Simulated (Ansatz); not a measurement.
This script makes the interaction energy of a dimer with the counterpoise correction of CH₄BCl, SMILES CBCl with Ansatz 0.2.0 through its Python package.

Script `dimer.py`:
```python
'''Binding of a CH4BCl dimer at a trial geometry.'''

import ansatz as az

FIRST = [
    ('C', (-0.5974, 0.3274, -0.1189)),
    ('B', (0.7604, -0.343, 0.0095)),
    ('Cl', (1.0498, -1.4847, 1.4047)),
    ('H', (-1.3669, -0.3849, -0.23)),
    ('H', (-0.6467, 1.0117, -1.05)),
    ('H', (-0.8388, 1.0094, 0.7667)),
    ('H', (1.6399, -0.136, -0.7821)),
]
SECOND = [
    ('C', (-2.1712, -0.6246, 2.4817)),
    ('B', (-3.2126, 0.2403, 1.7912)),
    ('Cl', (-2.8014, 1.9782, 1.4109)),
    ('H', (-1.2962, -0.7085, 1.8992)),
    ('H', (-2.5577, -1.7016, 2.6502)),
    ('H', (-1.8966, -0.2391, 3.5227)),
    ('H', (-4.2928, -0.1939, 1.4952)),
]

def energy(atoms, ghosts=()):
    molecule = az.Crystal.molecule()
    for symbol, xyz in atoms:
        molecule = molecule.atom(symbol, xyz)
    calc = (
        molecule.calculation()
        .basis(gaussian='def2-SVP')
        .functional('b3lyp', dispersion='d4')
        .scf(lower_state_search='standard')
    )
    deck = calc.input()
    if ghosts:
        deck = deck.set(az.key.basis.gaussian.ghost_atoms, [{'symbol': s, 'position_ang': list(xyz)} for s, xyz in ghosts])
    return az.Session.from_dict(deck).plan().execute().report['free_energy_ev']

# monomers in their own basis and in the basis of the dimer
both = energy(FIRST + SECOND)
alone = energy(FIRST) + energy(SECOND)
ghosted = energy(FIRST, SECOND) + energy(SECOND, FIRST)
print(f'dimer {both:.6f} eV')
print(f'interaction, uncorrected   {(both - alone):8.3f} eV')
print(f'interaction, counterpoise  {(both - ghosted):8.3f} eV')
print(f'basis-set superposition    {(alone - ghosted):8.3f} eV')
```

How large is the interaction at this pose, and how much of it is basis-set superposition?

Uncorrected it is 0.187 eV, with the counterpoise correction 0.285 eV; the difference, 0.10 eV, is the superposition error. In this basis both values are repulsive.

What the script printed:

```console
$ python dimer.py
dimer -28594.938879 eV
interaction, uncorrected      0.187 eV
interaction, counterpoise     0.285 eV
basis-set superposition       0.098 eV
```

Reading the output:
- The settings weren't tested for convergence.
- The dimer is a generated trial pose of unrelaxed monomers, not a minimum, so the figure is no binding energy, and the basis set is small.
- b3lyp holds the VWN-RPA fit, as in Gaussian; the form of ORCA and Turbomole is b3lyp5.
- Run time: 19 s on 1 thread of Arm Neoverse V1 (shared host), peak memory 0.35 GiB.
